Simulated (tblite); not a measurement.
# C4H13BN2: the cost of one run

Programs: tblite 0.8.0 and PySCF 2.14.0, with density-fitted response routines of our own. Each step states its level of theory. These are calculated values for one molecule in the gas phase, unless marked as measured. Atoms count from 0, in the outputs and in this text.

## (1) Starting geometry

20 atoms, charge 0, multiplicity 1; geometry from: force field or distance geometry start.

Bonds of the start (Å): C0–C1 1.54, C1–C2 1.53, C1–C3 1.54, C3–B4 1.61, B4–N5 1.53, B4–N6 1.53, N6–C1 1.49, C0–H7 1.11, C0–H8 1.11, C0–H9 1.10, C2–H10 1.11, C2–H11 1.11, C2–H12 1.12, C3–H13 1.11, C3–H14 1.10, B4–H15 1.19, N5–H16 1.05, N5–H17 1.04, N6–H18 1.05, N6–H19 1.06.

## (2) Geometry optimisation with GFN2-xTB

Job settings and geometry (Å):

```
{"job": {"kind": "relax", "xc": "GFN2-xTB", "basis": "xTB"}, "charge": 0, "multiplicity": 1}
C     -1.070900     1.404800     0.634500
C     -0.650100     0.095600    -0.050700
C     -1.854800    -0.676100    -0.595000
C      0.449000     0.316000    -1.110800
B      1.344400    -0.600100    -0.137900
N      2.506900     0.191900     0.465400
N      0.183200    -0.746100     0.846700
H     -1.589800     2.067300    -0.094000
H     -1.768100     1.190400     1.477300
H     -0.203300     1.953300     1.041200
H     -2.571700    -0.920000     0.222700
H     -1.551500    -1.623500    -1.083100
H     -2.398900    -0.049100    -1.341000
H      0.816700     1.355700    -1.186000
H      0.245700    -0.173500    -2.077100
H      1.678000    -1.636500    -0.618200
H      2.964500    -0.422200     1.182500
H      3.216000     0.334000    -0.288800
H     -0.139400    -1.740000     0.922300
H      0.388900    -0.311200     1.786800
```

Run with:

```console
$ OMP_NUM_THREADS=1 python probes_run.py task.json out
```

One launch serves the whole session: the jobs run in the order shown.

**Question.** How long does this first job take on 1 thread of Arm Neoverse N1, shared host, and how much memory does it need?

About 3.2 s, with a peak of 0.18 GiB.
